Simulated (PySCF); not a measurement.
**MgZn: basis, grid and Hamiltonian**

Aim: see how much the energy and properties of MgZn depend on the numerical set-up.

Program: PySCF 2.14.0. Level of theory: each script names its method and basis. These are calculated values, not measurements.

## 1. The starting structure

MgZn: 2 atoms, charge 0, spin multiplicity 1.

No contacts short enough for the rule that draws bonds.

## 2. Base script

Input file input.py:

```python
from pyscf import gto, dft, tdscf

mol = gto.M(
    atom='Mg 0 0 0; Zn 0 0 2.672',
    basis='sbkjc',
    ecp={'Mg': 'sbkjc', 'Zn': 'sbkjc'},
    charge=0,
    spin=0,
    verbose=3,
)
mf = dft.RKS(mol, xc='mn15l')
mf = mf.density_fit(auxbasis='def2-universal-jkfit')
mf.kernel()
td = tdscf.TDA(mf)
td.nstates = 6
td.kernel()
td.analyze(verbose=3)
mf.dip_moment()
print('orbital energies (hartree):', mf.mo_energy[..., max(0, mol.nelec[1]-3):mol.nelec[0]+3].round(4))
```

Run with:

```
> OMP_NUM_THREADS=1 python input.py
```

The log of this run is left out.

Base result: E(SCF) = -225.832746 Eh, μ = 0.70 D, excitations 2.94, 2.94, 4.35, 4.67, 4.67 eV.

The bond length is a typed value, not an optimised one.

## 3. Pcseg-1 (core potential off)

Edit 1 changes basis set: sbkjc → pcseg-1; core potential: on → off. The core potential changes with it: totals don't compare.

Input file input.py:

```python
from pyscf import gto, dft, tdscf

mol = gto.M(
    atom='Mg 0 0 0; Zn 0 0 2.672',
    basis='pcseg-1',
    charge=0,
    spin=0,
    verbose=3,
)
mf = dft.RKS(mol, xc='mn15l')
mf = mf.density_fit(auxbasis='def2-universal-jkfit')
mf.kernel()
td = tdscf.TDA(mf)
td.nstates = 6
td.kernel()
td.analyze()
mf.dip_moment()
print('orbital energies (hartree):', mf.mo_energy[..., max(0, mol.nelec[1]-3):mol.nelec[0]+3].round(4))
```

Run with:

```
> OMP_NUM_THREADS=1 python input.py
```

## 4. 6-31g (core potential off)

Edit 2 changes basis set: sbkjc → 6-31g; core potential: on → off. The core potential changes with it: totals don't compare.

Changes to input.py since step 2:

```diff
@@ -4,4 +4,3 @@
     atom='Mg 0 0 0; Zn 0 0 2.672',
-    basis='sbkjc',
-    ecp={'Mg': 'sbkjc', 'Zn': 'sbkjc'},
+    basis='6-31g',
     charge=0,
@@ -16,3 +15,3 @@
 td.kernel()
-td.analyze(verbose=3)
+td.analyze()
 mf.dip_moment()
```

## 5. Def2-svpd (core potential off)

Edit 3 changes basis set: sbkjc → def2-svpd; core potential: on → off. The core potential changes with it: totals don't compare.

Changes to input.py since step 2:

```diff
@@ -4,4 +4,3 @@
     atom='Mg 0 0 0; Zn 0 0 2.672',
-    basis='sbkjc',
-    ecp={'Mg': 'sbkjc', 'Zn': 'sbkjc'},
+    basis='def2-svpd',
     charge=0,
@@ -16,3 +15,3 @@
 td.kernel()
-td.analyze(verbose=3)
+td.analyze()
 mf.dip_moment()
```

What does the calculation give? Wanted: for each run, E(SCF); from base; gap; SCF dipole; after the SCF.

**Answer**, as computed:

```csv
run,E(SCF) (hartree),from base (eV),gap (eV),SCF dipole (D),functions,after the SCF
base,-225.832746,0,n/a,0.70,39,lowest root found 2.94 eV
pcseg-1 (core potential off),-1979.186104,not comparable,3.19,0.35,41,lowest root found 4.40 eV
6-31g (core potential off),-1978.989088,not comparable,1.76,0.09,40,lowest root found 2.17 eV
def2-svpd (core potential off),-1979.008200,not comparable,1.74,0.18,55,lowest root found 2.10 eV
```

In words: Total energies from different bases, Hamiltonians or methods carry different errors, so properties are taken as differences within one set-up.
